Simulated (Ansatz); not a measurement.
# BCCD(T)/cc-pVTZ run of BH2F (SMILES BF)

Aim: the electronic atomisation energy of BH2F at BCCD(T)/cc-pVTZ, from 4 runs. 

The calculation is run with Ansatz 0.2.0.

48 further runs of the same task are left out: 48 set aside as unsound or not needed.

### 1 The structure to begin with

The species is BH2F (4 atoms), meant as a singlet with charge 0. SMILES: `BF`. The coordinates come from a PBE0-D4/def2-TZVP relaxation.

Bond lengths: B1–F2 1.317 Å, B1–H3 1.197 Å, B1–H4 1.198 Å. Angles: F2–B1–H3 117.8°, F2–B1–H4 117.8°, H3–B1–H4 124.4°.

### 2 A single-point energy at BCCD(T)/cc-pVTZ

job.yaml

```yaml
crystal:
  periodic: [false, false, false]
  atoms:
    - {symbol: B, position_ang: [-0.027300, -0.004000, -0.030800]}
    - {symbol: F, position_ang: [1.061200, -0.296700, 0.649900]}
    - {symbol: H, position_ang: [-1.012500, -0.649100, 0.186200]}
    - {symbol: H, position_ang: [0.034200, 0.889600, -0.825600]}
basis:
  gaussian: {orbitals: cc-pVTZ}
correlation: {method: bccd_t, frozen_orbitals: {B: 1, F: 1, H: 0}}
accuracy: high
scf: {omitted_lower_state_checks: [cluster_reference, increment]}
```

Command:

```console
$ ansatz run job.yaml --threads 1 --pin off --max-ram 3480MiB --events-out events.jsonl --progress --plain --runs-dir runs
```

The log of the run:

```text
Warning: RAYON_NUM_THREADS=1 ignored (pool sized by the plan → 1); use --threads N
Functional definition: HF
  name "HF"
  exchange = exact_x
  correlation = 0
these checks for a lower state are left out or cut short: cluster_reference, increment
1444 factors; integrals over basis functions are off by at most 3.0e-9 eV
mean field evaluation 1: about -3410.5000 eV, gradient 2.3e1 eV
mean field evaluation 2: about -3410.5020 eV, gradient 2.3e1 eV
mean field evaluation 4: about -3411.5721 eV, gradient 1.9e0 eV
mean field evaluation 8: about -3411.5847 eV, gradient 1.7e-4 eV
mean field -3411.58471503 eV, -125.3734258221 hartree, gradient 1.5e-8 eV, S^2 0.000000; 0 other end points of the search recorded, 0 dependent functions left out
2 core orbitals not correlated: weight in the atoms' cores, before any rotation towards them, 1.000 or more for the frozen orbitals, at most 0.000 for the correlated occupied ones
reference -3411.58471503 eV, -125.3734258221 hartree; 6, 6 occupied and 80, 80 virtual orbitals, 1444 factors
second order -9.73230617 eV of doubles, -0.00000000 eV of singles
cycle   1  -9.83161228 eV  change   -9.9e-2 eV  update   6.8e-2
cycle   2  -10.04011554 eV  change   -2.1e-1 eV  update   2.2e-2
cycle   3  -10.10418625 eV  change   -6.4e-2 eV  update   1.2e-2
cycle   4  -10.09279249 eV  change    1.1e-2 eV  update   3.2e-3
cycle   5  -10.09046158 eV  change    2.3e-3 eV  update   1.4e-3
cycle   6  -10.09050856 eV  change   -4.7e-5 eV  update   4.1e-4
cycle   7  -10.09038495 eV  change    1.2e-4 eV  update   8.3e-5
cycle   8  -10.09036958 eV  change    1.5e-5 eV  update   2.0e-5
cycle   9  -10.09038160 eV  change   -1.2e-5 eV  update   6.2e-6
cycle  10  -10.09038069 eV  change    9.1e-7 eV  update   1.9e-6
cycle  11  -10.09038193 eV  change   -1.2e-6 eV  update   6.0e-7
cycle  12  -10.09038225 eV  change   -3.2e-7 eV  update   2.0e-7
cycle  13  -10.09038218 eV  change    7.0e-8 eV  update   6.4e-8
cycle  14  -10.09038221 eV  change   -2.5e-8 eV  update   2.5e-8
cycle  15  -10.09038209 eV  change    1.2e-7 eV  update   1.0e-7
cycle  16  -10.09038211 eV  change   -2.1e-8 eV  update   2.6e-8
cycle  17  -10.09038211 eV  change    1.7e-9 eV  update   9.3e-9
cycle  18  -10.09038211 eV  change   -2.7e-9 eV  update   3.2e-9
cycle  19  -10.09038211 eV  change   9.6e-10 eV  update  7.7e-10
cycle  20  -10.09038211 eV  change  -2.0e-11 eV  update  3.0e-10
perturbative correction -0.30416125 eV, -0.0111777198 hartree
Total energy: -3421.97925839 eV, -125.7554182450 hartree
Checks for a lower state left out: cluster_reference, increment
```

It took 11 s on 1 thread of Arm Neoverse V1, shared host; peak memory 0.62 GiB.

### 3 The B atom

job.yaml

```yaml
crystal:
  periodic: [false, false, false]
  atoms:
    - {symbol: B, position_ang: [0.000000, 0.000000, 0.000000]}
basis:
  gaussian:
    orbitals: cc-pVTZ
magnetization:
  spin_polarized: true
  initial_magnetization: 1
correlation:
  method: bccd_t
  frozen_orbitals: {B: 1}
accuracy: high
scf:
  omitted_lower_state_checks: [cluster_reference, increment]
```

Run the same way, it converges to -24.59809 Eh (log not shown).

### 4 The F atom, same level

run.yaml

```yaml
crystal:
  periodic: [false, false, false]
  atoms:
    - {symbol: F, position_ang: [0.000000, 0.000000, 0.000000]}
basis:
  gaussian:
    orbitals: cc-pVTZ
correlation:
  method: bccd_t
  frozen_orbitals: {F: 1}
magnetization:
  spin_polarized: true
  initial_magnetization: 1
scf:
  omitted_lower_state_checks: [cluster_reference, increment]
accuracy: high
```

Run the same way, it converges to -99.62036 Eh (log not shown).

### 5 The H atom: the energy at UHF/cc-pVTZ

run.yaml

```yaml
basis:
  gaussian:
    orbitals: cc-pVTZ
crystal:
  periodic: [false, false, false]
  atoms:
    - {symbol: H, position_ang: [0.000000, 0.000000, 0.000000]}
magnetization:
  spin_polarized: true
  initial_magnetization: 1
hamiltonian:
  xc: hf
accuracy: high
```

Run the same way, it converges to -0.49981 Eh (log not shown).

### 6 Results

Level: BCCD(T)/cc-pVTZ, 2 core orbitals frozen.

```
                                             quantity          value
                               molecule: total energy  -125.75542 Eh
molecule: correlation energy (2 core orbitals frozen)     -382.0 mEh
                             molecule: (T) correction     -11.18 mEh
                                 B atom: total energy   -24.59809 Eh
   B atom: correlation energy (1 core orbital frozen)      -66.0 mEh
                               B atom: (T) correction      -1.37 mEh
            B atom: ⟨S²⟩ of the reference determinant          0.760
                                 F atom: total energy   -99.62036 Eh
   F atom: correlation energy (1 core orbital frozen)     -214.8 mEh
                               F atom: (T) correction      -3.73 mEh
            F atom: ⟨S²⟩ of the reference determinant          0.753
                                 H atom: total energy    -0.49981 Eh
                                         H atom: ⟨S²⟩          0.750
                        electronic atomisation energy      14.622 eV
```

**Reading.** Taking the molecule apart into free atoms costs 14.62 eV (337 kcal/mol), before zero-point energy and without spin-orbit coupling. The triples (molecule) make up 2.9 % of the correlation energy. The triples (B atom) make up 2.1 % of the correlation energy. The triples (F atom) make up 1.7 % of the correlation energy.
